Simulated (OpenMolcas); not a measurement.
# AlF3 (SMILES [F][Al]([F])[F]): a first try and a second

Aim: a single-point energy of AlF3 at FNO-MP2/cc-pCVDZ (Cholesky decomposition, virtual fraction 0.5).

Program for the calculation: OpenMolcas 26.06.

3 further runs of the same task are left out: 3 set aside as unsound or not needed.

## 1. The system as given

AlF3: 4 atoms, total charge 0, spin state singlet. SMILES: `[F][Al]([F])[F]`. The shape comes from GFN2-xTB, which is rough for such elements, and wasn't checked as a minimum.

Bond lengths: Al1–F2 1.631 Å, Al1–F3 1.631 Å, Al1–F4 1.631 Å. Angles: F2–Al1–F3 120.0°, F2–Al1–F4 120.0°, F3–Al1–F4 120.0°.

## 2. First attempt

struct.xyz reads:

```xyz
4

Al    -0.000200    -0.000290    -0.001260
F      1.630840    -0.027090     0.013490
F     -0.791540     1.425990    -0.016640
F     -0.839100    -1.398610     0.004400
```

run.input reads:

```
* AlF3 FNO-MP2

&GATEWAY
 BasLib=$CurrDir
 Coord=struct.xyz
 Basis=cc-pCVDZ
 Group=NoSym

&SEWARD
 High

&SCF
 PrOrbitals=1 1

&MBPT2
 FNOMP2=0.5
 DoMP2
 Frozen=8
```

The basis set cc-pCVDZ is read from a file made from the Basis Set Exchange's data (not shown).

On the command line:

```console
$ export MOLCAS_MEM=1
$ pymolcas run.input > run.log
```

The program printed:

```text
--- Start Module: gateway ---

                                              &GATEWAY

                       available to each process: 1.0 MB of memory, 1 thread

---------------------------------------------------------------------------------------------
  Nr.	 Label		Type		Offset		Length	   Atime	  Address
---------------------------------------------------------------------------------------------
  1	FILETABL    	CHAR	-77678434714376	       26929           5	[0xaaaae6a55060]
---------------------------------------------------------------------------------------------
Maximal available memory for Molcas = 973071
 ?mma_allo_?D: error: out-of-memory
 label: dbsc
  available (kB):          973
  required  (kB):         1456

--- Stop Module: gateway /rc=-6 ---

.########################.
.# Non-zero return code #.
.########################.

    Timing: Wall=0.04 User=0.02 System=0.01
```

It took 0.22 s on 1 thread of Arm Neoverse V2, shared host.

## 3. Reading the log

The program stopped with an error.

The telling line is `?mma_allo_?D: error: out-of-memory`. What is wrong: too little memory is allowed.

## 4. The mended input

struct.xyz is that of step 2.

run.inp reads:

```
&GATEWAY
  BasLib = $CurrDir
  Coord = struct.xyz
  Basis = cc-pCVDZ
  Group = NoSym

&SEWARD
  High

&SCF
  Iterations = 75
  PrOrbitals = 1 1

&MBPT2
  FNOMP2 = 0.5
  DoMP2
  Frozen = 8
```

The basis set cc-pCVDZ is read from a file made from the Basis Set Exchange's data (not shown).

On the command line:

```console
$ export MOLCAS_MEM=1860
$ pymolcas run.inp > run.log
```

The program printed:

```text
--- Start Module: gateway ---
[...]
--- Stop Module: gateway /rc=_RC_ALL_IS_WELL_ ---
[...]
      Basis functions           81
[...]
--- Start Module: scf ---
[...]
       Convergence after   9 Iterations
[...]
::    Total SCF energy                               -540.4574211818
[...]
      Total spin, S                                     0.0000000000
[...]
      Total electronic charge=   40.000000
      Total            charge=   -0.000000
[...]
      Dipole Moment (debye):
      Origin of the operator (angstrom)=   -0.0000   -0.0000   -0.0001
                   X= -2.5716E-03               Y= -3.7320E-03               Z= -1.5409E-02           Total=  1.6062E-02
      Quadrupole Moment (debye*angstrom):
[...]
--- Stop Module: scf /rc=_RC_ALL_IS_WELL_ ---
[...]
--- Start Module: mbpt2 ---
[...]
WARNING!
Default frozen orbitals as non valence orbitals is overwritten by user input.
Default values:   5
[...]
       Reference weight ( Cref**2 )         =        0.88314
::    Total MBPT2 energy                             -541.0732067152
[...]
--- Stop Module: mbpt2 /rc=_RC_ALL_IS_WELL_ ---
[...]
```

It took 3.9 s on 1 thread of Arm Neoverse V2, shared host.

## 5. Results

Level: FNO-MP2/cc-pCVDZ (Cholesky decomposition, virtual fraction 0.5).

| quantity | value |
| --- | --- |
| total energy | -541.07321 Eh |
| dipole moment (mean-field density) | 0.02 D |
| HOMO energy (Hartree–Fock orbitals) | -17.26 eV |
| LUMO energy (Hartree–Fock orbitals) | 1.55 eV |
| HOMO–LUMO gap (Hartree–Fock orbitals) | 18.81 eV |
| correlation energy (8 core orbitals frozen) | -615.8 mEh |
